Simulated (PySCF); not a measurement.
# TaN(OH)2: singlet, from a T-shaped (ligand arrangement 1) start

The task is one start of a wider search on TaN(OH)2: the singlet, from a T-shaped (ligand arrangement 1) start. It is relaxed, tested by its Hessian and followed downhill if it is a saddle.

Program: PySCF 2.14.0. Level of theory: PBE0, basis Ta def2-TZVP with ECP60, N def2-TZVP, O def2-TZVP, H def2-TZVP, scalar-relativistic core potentials, no spin–orbit coupling, density fitting. These are calculated values, not measurements.

## Step 1: Starting geometry

6 atoms, charge 0, spin multiplicity 1.

Bond lengths: Ta1–N2 1.860 Å, Ta1–O3 2.090 Å, Ta1–O4 2.090 Å, O3–H5 0.960 Å, O4–H6 0.960 Å. Angles: N2–Ta1–O3 88.0°, N2–Ta1–O4 88.0°, O3–Ta1–O4 176.0°, Ta1–O3–H5 130.0°, Ta1–O4–H6 130.0°.

Coordinates in bohr (charge 0 multiplicity 1):
```
Ta    0.0000    0.0000    0.0000
N     0.0000    0.0000    3.5149
O     3.9471    0.0000    0.1378
O    -3.9471    0.0000    0.1378
H     5.1125   -1.3897    0.1786
H    -5.1125    1.3897    0.1786
```

## Step 2: First SCF at the start

One driver script runs all steps and calls PySCF; scf.py shows how it sets up the SCF of each step. The optimiser is the driver's own. After this first run the driver tries any further starts and a stability analysis.

Contents of scf.py:

```python
from pyscf import gto, scf, dft
mol = gto.M(atom='''
Ta     0.000000     0.000000     0.000000
N      0.000000     0.000000     1.860000
O      2.088700     0.000000     0.072900
O     -2.088700     0.000000     0.072900
H      2.705400    -0.735400     0.094500
H     -2.705400     0.735400     0.094500''',
    basis={'Ta': 'def2-TZVP', 'N': 'def2-TZVP', 'O': 'def2-TZVP', 'H': 'def2-TZVP'},
    ecp={'Ta': 'def2-TZVP'},
    charge=0, spin=0)
mf = dft.RKS(mol, xc='PBE0')
mf.grids.atom_grid = (50, 194)
aux = {'Ta': 'def2-universal-JKFIT', 'N': 'def2-universal-JKFIT', 'O': 'def2-universal-JKFIT', 'H': 'def2-universal-JKFIT'}
mf = mf.density_fit(auxbasis=aux)
mf.conv_tol = 1e-08
mf.diis_space = 10
mf.max_cycle = 60
mf.init_guess = 'minao'
mf.verbose = 4
mf.kernel()
```

Launch:

```
$ OMP_NUM_THREADS=4 python axn.py task.json out
```

Output (excerpt; [...] marks lines left out):

```text
[... the frontier levels of the middle cycles are left out ...]
init E= -243.430243428941
  HOMO = -0.453468367358592  LUMO = -0.38057699868957  gap/eV = 1.98348
cycle= 1 E= -262.907664003313  delta_E= -19.5  |g|= 1.22  |ddm|= 7.16
  HOMO = -0.108537477154339  LUMO = -0.0363209094035931  gap/eV = 1.96511
cycle= 2 E= -259.91803128389  delta_E= 2.99  |g|= 3.75  |ddm|= 3.01
  HOMO = -0.195587123027565  LUMO = -0.0774158209386933  gap/eV = 3.21560
cycle= 3 E= -262.727803267863  delta_E= -2.81  |g|= 1.33  |ddm|= 2.89
cycle= 4 E= -263.130855999494  delta_E= -0.403  |g|= 0.548  |ddm|= 0.97
cycle= 5 E= -263.194837213989  delta_E= -0.064  |g|= 0.162  |ddm|= 0.398
cycle= 6 E= -263.200076252278  delta_E= -0.00524  |g|= 0.057  |ddm|= 0.119
cycle= 7 E= -263.200699512861  delta_E= -0.000623  |g|= 0.0244  |ddm|= 0.0251
cycle= 8 E= -263.200829891831  delta_E= -0.00013  |g|= 0.00592  |ddm|= 0.0125
cycle= 9 E= -263.200839799571  delta_E= -9.91e-06  |g|= 0.000579  |ddm|= 0.00531
cycle= 10 E= -263.200840113046  delta_E= -3.13e-07  |g|= 0.000315  |ddm|= 0.0016
cycle= 11 E= -263.20084022871  delta_E= -1.16e-07  |g|= 0.000108  |ddm|= 0.00131
cycle= 12 E= -263.200840243746  delta_E= -1.5e-08  |g|= 1.87e-05  |ddm|= 0.0006
cycle= 13 E= -263.200840244245  delta_E= -5e-10  |g|= 4.41e-06  |ddm|= 9.67e-05
  HOMO = -0.21217876211773  LUMO = -0.154432910604523  gap/eV = 1.57134
Extra cycle  E= -263.20084024426  delta_E= -1.47e-11  |g|= 8.11e-06  |ddm|= 1.76e-05
converged SCF energy = -263.20084024426
```

This step, with its further starts and checks, needed 20 s of wall time on 4 threads of Intel Xeon 6975P-C (Granite Rapids), shared host.

Energies from each starting density:

```
                      start  energy (Eh)
    the minimal-basis guess  -263.200840
a thermally smeared density  -263.200840
      a smeared PBE density  -263.200840
```

The first run landed in a state that is too high. Following the other starts and the instabilities gains 0.1 kJ/mol (-263.20088 Eh), and the work goes on from there.

## Step 3: Relaxation: T-shaped (ligand arrangement 1) start, singlet

The program finds C2 symmetry in the start, which this walk keeps. Threshold on the gradient: 0.0003 Eh/bohr, with a further test on the energy change.

Edit scf.py of step 2 so:

```diff
@@ -3,6 +3,6 @@
-Ta     0.000000     0.000000     0.000000
-N      0.000000     0.000000     1.860000
-O      2.088700     0.000000     0.072900
-O     -2.088700     0.000000     0.072900
-H      2.705400    -0.735400     0.094500
-H     -2.705400     0.735400     0.094500''',
+Ta     0.000000     0.000000    -0.124776
+N      0.000000     0.000000     1.735224
+O      2.088700    -0.000000    -0.051876
+O     -2.088700     0.000000    -0.051876
+H      2.705400    -0.735400    -0.030276
+H     -2.705400     0.735400    -0.030276''',
@@ -19 +18,0 @@
-mf.init_guess = 'minao'
```

The optimiser's trace:

```
step  energy (Eh)  change (kJ/mol)  largest symmetric gradient (Eh/bohr)
   0  -263.200876             0.00                               0.19042
   1  -263.261524          -159.23                               0.04828
   2  -263.285313          -221.69                               0.06884
   3  -263.304894          -273.10                               0.02155
   4  -263.309983          -286.46                               0.03323
   5  -263.314859          -299.26                               0.01967
   6  -263.316485          -303.53                               0.00886
   7  -263.317256          -305.55                               0.00901
   8  -263.318045          -307.63                               0.00496
   9  -263.318646          -309.21                               0.00821
  10  -263.318980          -310.08                               0.00256
  11  -263.319126          -310.47                               0.00169
  12  -263.319161          -310.56                               0.00055
  13  -263.319171          -310.58                               0.00039
  14  -263.319174          -310.59                               0.00017
```

The walk took 42 s.

Geometry (Å) and forces (eV/Å) at some steps:

```
step 0
Ta   0.000   0.000  -0.125  -0.197   0.034   9.792
N    0.000   0.000   1.735   0.064   0.009  -6.438
O    2.089   0.000  -0.052  -2.167  -0.517  -1.639
O   -2.089   0.000  -0.052   2.300   0.434  -1.726
H    2.705  -0.735  -0.030   0.070   0.369  -0.004
H   -2.705   0.735  -0.030  -0.070  -0.328   0.016
step 1
Ta   0.000   0.000   0.035   0.000   0.000   2.483
N    0.000   0.000   1.713   0.000   0.000  -0.178
O    2.032  -0.016  -0.127  -1.289  -0.878  -1.281
O   -2.032   0.016  -0.127   1.289   0.878  -1.281
H    2.688  -0.718  -0.024  -0.207   0.728   0.129
H   -2.688   0.718  -0.024   0.207  -0.728   0.129
step 7
Ta   0.000   0.000   0.414   0.000   0.000  -0.121
N    0.000   0.000   2.105   0.000   0.000  -0.008
O    1.729  -0.250  -0.426   0.463  -0.355   0.105
O   -1.729   0.250  -0.426  -0.463   0.355   0.105
H    2.599  -0.519  -0.110  -0.307   0.252  -0.040
H   -2.599   0.519  -0.110   0.307  -0.252  -0.040
step 14
Ta   0.000   0.000   0.298   0.000   0.000  -0.003
N    0.000   0.000   1.986   0.000   0.000  -0.002
O    1.772  -0.324  -0.445  -0.009   0.004   0.000
O   -1.772   0.324  -0.445   0.009  -0.004   0.000
H    2.593  -0.473   0.027   0.006  -0.001   0.003
H   -2.593   0.473   0.027  -0.006   0.001   0.003
```

It settles in C2v symmetry, 310.6 kJ/mol below the start, after 14 steps: O–H 0.958 Å (×2), Ta–N 1.689 Å, Ta–O 1.949 Å (×2); H–O–Ta 128.1° (×2), N–Ta–O 112.4° (×2), O–Ta–O 135.2°.

## Step 4: Is it a minimum? Harmonic modes

On the finer grid the gradient is checked again; gradients at displacements of ±0.02 bohr then give force constants and infrared intensities.

Edit scf.py of step 3 so:

```diff
@@ -3,6 +3,6 @@
-Ta     0.000000     0.000000    -0.124776
-N      0.000000     0.000000     1.735224
-O      2.088700    -0.000000    -0.051876
-O     -2.088700     0.000000    -0.051876
-H      2.705400    -0.735400    -0.030276
-H     -2.705400     0.735400    -0.030276''',
+Ta     0.000000    -0.000000     0.001330
+N      0.000000    -0.000000     1.689786
+O      1.773164    -0.323727    -0.739657
+O     -1.773164     0.323727    -0.739657
+H      2.593181    -0.473437    -0.267112
+H     -2.593181     0.473437    -0.267112''',
@@ -13 +13 @@
-mf.grids.atom_grid = (50, 194)
+mf.grids.atom_grid = (75, 302)
@@ -16 +16 @@
-mf.conv_tol = 1e-08
+mf.conv_tol = 1e-10
```

This SCF starts from the last density.

SCF at the final geometry:

```text
init E= -263.31927690657
  HOMO = -0.261442174557614  LUMO = -0.127635516717625  gap/eV = 3.64106
cycle= 1 E= -263.319276906569  delta_E= 9.09e-13  |g|= 1.78e-06  |ddm|= 2.18e-06
  HOMO = -0.261441952889771  LUMO = -0.127635741973215  gap/eV = 3.64105
Extra cycle  E= -263.319276906563  delta_E= 6.14e-12  |g|= 5.52e-06  |ddm|= 3.42e-06
converged SCF energy = -263.319276906563
```

The whole step took 87 s.

Geometry: C2v; O–H 0.958 Å (×2), Ta–N 1.688 Å, Ta–O 1.949 Å (×2); H–O–Ta 128.1° (×2), N–Ta–O 112.3° (×2), O–Ta–O 135.3°.

Harmonic modes (main isotopes):

```json
{"symmetry": "b1", "ω (cm⁻¹)": "132i", "IR (km/mol)": "33.7"}
{"symmetry": "a1", "ω (cm⁻¹)": "169", "IR (km/mol)": "1.2"}
{"symmetry": "b2", "ω (cm⁻¹)": "264", "IR (km/mol)": "25.3"}
{"symmetry": "a1", "ω (cm⁻¹)": "550", "IR (km/mol)": "146"}
{"symmetry": "b2", "ω (cm⁻¹)": "556", "IR (km/mol)": "224"}
{"symmetry": "a2", "ω (cm⁻¹)": "592", "IR (km/mol)": "0.0"}
{"symmetry": "b1", "ω (cm⁻¹)": "607", "IR (km/mol)": "246"}
{"symmetry": "a1", "ω (cm⁻¹)": "667", "IR (km/mol)": "46.0"}
{"symmetry": "b2", "ω (cm⁻¹)": "672", "IR (km/mol)": "109"}
{"symmetry": "a1", "ω (cm⁻¹)": "1093", "IR (km/mol)": "130"}
{"symmetry": "b2", "ω (cm⁻¹)": "3916", "IR (km/mol)": "267"}
{"symmetry": "a1", "ω (cm⁻¹)": "3919", "IR (km/mol)": "7.2"}
```

With 1 mode imaginary (up to 132i cm⁻¹) this point is a saddle.

Properties at this point:

```
Dipole moment                                                   : 2.39 D
Highest occupied level                                          : -7.11 eV
Lowest empty level                                              : -3.47 eV
Rotational constants                                            : 0.2925, 0.1429, 0.09602 cm⁻¹
Zero-point energy (real modes)                                  : 77.8 kJ/mol
Principal polarisabilities                                      : 34.1, 53.7, 54.0 bohr³
Atomisation energy without zero-point energy                    : 2398 kJ/mol
Principal traceless quadrupole moments about the centre of mass : -16.85, 7.57, 9.27 D Å
```

Populations by atom (charges in e):

| atom | Mulliken | Löwdin | polar tensor | Mayer order to Ta1 |
| --- | --- | --- | --- | --- |
| Ta1 | 1.21 | 0.77 | 2.15 | – |
| N2 | -0.51 | -0.40 | -0.87 | 2.99 |
| O3,4 | -0.70 | -0.35 | -0.94 | 1.04 |
| H5,6 | 0.35 | 0.16 | 0.30 | 0.02 |

Mulliken populations on Ta1 (outside its core potential): s 2.22, p 6.39, d 3.05, f 0.13.

## Step 5: Following the imaginary mode

The atoms are moved a little along the softest imaginary mode and relaxed again.

The program finds Cs symmetry in the start, which this walk keeps. The walk stops when the largest gradient is under 0.0003 Eh/bohr and the energy has settled too.

Edit scf.py of step 4 so:

```diff
@@ -3,6 +3,6 @@
-Ta     0.000000    -0.000000     0.001330
-N      0.000000    -0.000000     1.689786
-O      1.773164    -0.323727    -0.739657
-O     -1.773164     0.323727    -0.739657
-H      2.593181    -0.473437    -0.267112
-H     -2.593181     0.473437    -0.267112''',
+Ta     0.005483     0.030032     0.002627
+N     -0.020353    -0.111479     1.691083
+O      1.753889    -0.429307    -0.738360
+O     -1.792440     0.218146    -0.738360
+H      2.548281    -0.719372    -0.265815
+H     -2.638082     0.227503    -0.265815''',
@@ -13 +13 @@
-mf.grids.atom_grid = (75, 302)
+mf.grids.atom_grid = (50, 194)
@@ -16 +16 @@
-mf.conv_tol = 1e-10
+mf.conv_tol = 1e-08
```

Energy and gradient, step by step:

```
step  energy (Eh)  change (kJ/mol)  largest symmetric gradient (Eh/bohr)
   0  -263.319840             0.00                               0.00967
   1  -263.320557            -1.88                               0.00747
   2  -263.321412            -4.13                               0.00568
   3  -263.322638            -7.35                               0.00735
   4  -263.324675           -12.69                               0.00949
   5  -263.327064           -18.97                               0.01819
   6  -263.328926           -23.85                               0.01423
   7  -263.329529           -25.44                               0.00645
   8  -263.330300           -27.46                               0.00575
   9  -263.330982           -29.25                               0.00315
  10  -263.331042           -29.41                               0.00496
  11  -263.331108           -29.58                               0.00386
  12  -263.331197           -29.82                               0.00289
  13  -263.331244           -29.94                               0.00142
  14  -263.331258           -29.98                               0.00081
  15  -263.331273           -30.02                               0.00057
  16  -263.331285           -30.05                               0.00042
  17  -263.331290           -30.06                               0.00024
  18  -263.331291           -30.07                               0.00012
```

The walk took 57 s.

Positions (Å) and forces (eV/Å) along the way:

```
step 0
Ta   0.005   0.030   0.003   0.045   0.257   0.273
N   -0.020  -0.111   1.691  -0.012  -0.057  -0.354
O    1.754  -0.429  -0.738   0.256  -0.215   0.289
O   -1.792   0.218  -0.738  -0.313  -0.113   0.285
H    2.548  -0.719  -0.266  -0.473   0.153  -0.246
H   -2.638   0.228  -0.266   0.497  -0.025  -0.246
step 1
Ta   0.015   0.084  -0.002   0.021   0.103   0.227
N   -0.024  -0.131   1.678   0.004   0.041  -0.287
O    1.745  -0.451  -0.737   0.103  -0.004   0.190
O   -1.792   0.195  -0.737  -0.097   0.032   0.186
H    2.542  -0.713  -0.259  -0.384  -0.019  -0.158
H   -2.630   0.232  -0.259   0.353  -0.153  -0.158
step 9
Ta   0.106   0.580   0.139  -0.015  -0.031   0.060
N   -0.017  -0.095   1.694   0.011   0.040  -0.091
O    1.550  -0.324  -0.747   0.158  -0.046   0.049
O   -1.565   0.244  -0.747  -0.160   0.016   0.041
H    2.092  -0.997  -0.327  -0.132   0.035  -0.029
H   -2.310  -0.193  -0.327   0.138  -0.014  -0.029
step 18
Ta   0.112   0.616   0.136  -0.008  -0.003   0.002
N   -0.018  -0.098   1.671   0.002   0.002  -0.003
O    1.556  -0.300  -0.745   0.005  -0.007   0.005
O   -1.561   0.269  -0.745   0.002  -0.002   0.000
H    2.016  -1.024  -0.316  -0.005   0.006  -0.001
H   -2.248  -0.246  -0.316   0.005   0.004  -0.004
```

After 18 steps and 30.1 kJ/mol it ends at Cs: O–H 0.959 Å (×2), Ta–N 1.698 Å, Ta–O 1.923 Å (×2); H–O–Ta 121.0° (×2), N–Ta–O 105.7° (×2), O–Ta–O 111.0°.

## Step 6: Is it a minimum? Harmonic modes

The same treatment as at the point before.

Edit scf.py of step 5 so:

```diff
@@ -3,6 +3,6 @@
-Ta     0.005483     0.030032     0.002627
-N     -0.020353    -0.111479     1.691083
-O      1.753889    -0.429307    -0.738360
-O     -1.792440     0.218146    -0.738360
-H      2.548281    -0.719372    -0.265815
-H     -2.638082     0.227503    -0.265815''',
+Ta     0.026149     0.143227     0.033103
+N     -0.104272    -0.571132     1.567994
+O      1.468804    -0.773238    -0.847331
+O     -1.647280    -0.204334    -0.847331
+H      1.929669    -1.496897    -0.419089
+H     -2.334126    -0.718456    -0.419089''',
@@ -13 +13 @@
-mf.grids.atom_grid = (50, 194)
+mf.grids.atom_grid = (75, 302)
@@ -16 +16 @@
-mf.conv_tol = 1e-08
+mf.conv_tol = 1e-10
```

SCF at the final geometry:

```text
init E= -263.331294862933
  HOMO = -0.253199315447851  LUMO = -0.112384872404999  gap/eV = 3.83176
cycle= 1 E= -263.331294862931  delta_E= 2.61e-12  |g|= 2.84e-06  |ddm|= 1.99e-06
  HOMO = -0.253199773826938  LUMO = -0.112384499702056  gap/eV = 3.83178
Extra cycle  E= -263.331294862913  delta_E= 1.82e-11  |g|= 9.99e-06  |ddm|= 6.45e-06
converged SCF energy = -263.331294862913
```

The whole step needed 94 s of wall time on 4 threads of Intel Xeon 6975P-C (Granite Rapids), shared host.

Geometry: Cs; O–H 0.959 Å (×2), Ta–N 1.698 Å, Ta–O 1.923 Å (×2); H–O–Ta 121.1° (×2), N–Ta–O 105.7° (×2), O–Ta–O 110.9°.

Harmonic modes (main isotopes):

```csv
symmetry,ω (cm⁻¹),IR (km/mol)
a',160,5.2
a',239,14.6
a'',283,16.6
a'',542,21.6
a',553,189
a'',647,349
a',678,154
a',705,11.0
a'',705,1.0
a',1072,74.7
a'',3911,188
a',3914,89.6
```

No imaginary mode, so this is a minimum.

Constants and moments:

| Item | Value |
| --- | --- |
| Dipole moment | 3.56 D |
| Highest occupied level | -6.89 eV |
| Lowest empty level | -3.06 eV |
| Rotational constants | 0.2191, 0.1553, 0.114 cm⁻¹ |
| Zero-point energy | 80.2 kJ/mol |
| Principal polarisabilities | 35.2, 50.9, 59.1 bohr³ |
| Atomisation energy without zero-point energy | 2430 kJ/mol |
| Principal traceless quadrupole moments about the centre of mass | -16.92, 5.57, 11.35 D Å |
| Entropy at 298.15 K and 1 bar | 318.4 J/(mol K) |
| Heat capacity Cp at 298.15 K | 81.0 J/(mol K) |
| Enthalpy at 298.15 K above 0 K | 16.37 kJ/mol |
| Rotational symmetry number | 1 |

Populations by atom (charges in e):

```
atom  Mulliken  Löwdin  polar tensor  Mayer order to Ta1
 Ta1      1.12    0.69          1.76                   –
  N2     -0.51   -0.41         -0.71                2.97
O3,4     -0.65   -0.31         -0.83                1.09
H5,6      0.35    0.17          0.31                0.01
```

Mulliken populations on Ta1 (outside its core potential): s 2.31, p 6.32, d 3.13, f 0.13.

## Step 7: Would spin polarisation lower it?

At the lowest minimum the closed shell is tested against spin polarisation, on the (50, 194) grid. It is stable.

## Step 8: The points found, side by side

| spin | group | bonds | imaginary modes (cm⁻¹) | ΔE (kJ/mol) | with zero-point energy |
| --- | --- | --- | --- | --- | --- |
| singlet | Cs | O–H 0.959 Å (×2), Ta–N 1.698 Å, Ta–O 1.923 Å (×2) | none | 0.0 | 0.0 |
| singlet | C2v | O–H 0.958 Å (×2), Ta–N 1.688 Å, Ta–O 1.949 Å (×2) | 132i | 31.6 | – |

## Step 9: Outcome

```
                                 quantity                                                                                                                           value
                                  minimum                                                                                                                     singlet, Cs
                                 geometry                        O–H 0.959 Å (×2), Ta–N 1.698 Å, Ta–O 1.923 Å (×2); H–O–Ta 121.1° (×2), N–Ta–O 105.7° (×2), O–Ta–O 110.9°
                       wavenumbers (cm⁻¹)  160 (a'), 239 (a'), 283 (a''), 542 (a''), 553 (a'), 647 (a''), 678 (a'), 705 (a'), 705 (a''), 1072 (a'), 3911 (a''), 3914 (a')
                            dipole moment                                                                                                                          3.56 D
     highest occupied, lowest empty level                                                                                                                 -6.89, -3.06 eV
               polar-tensor charge of Ta1                                                                                                                         +1.76 e
                        zero-point energy                                                                                                                     80.2 kJ/mol
                      entropy at 298.15 K                                                                                                                 318.4 J/(mol K)
atomisation energy (no zero-point energy)                                                                                                                     2430 kJ/mol
```

In words: The T-shaped (ligand arrangement 1) start (C2) ends in a minimum of Cs symmetry, after a stop at a saddle point 31.6 kJ/mol higher, from which it was pushed off along an imaginary mode. In the infrared the band at 647 cm⁻¹ (a'') leads. Other starts or spin states, not run here, may lie lower. Spin–orbit coupling, left out here, can matter for elements this heavy.

The search up to here took 5 min.
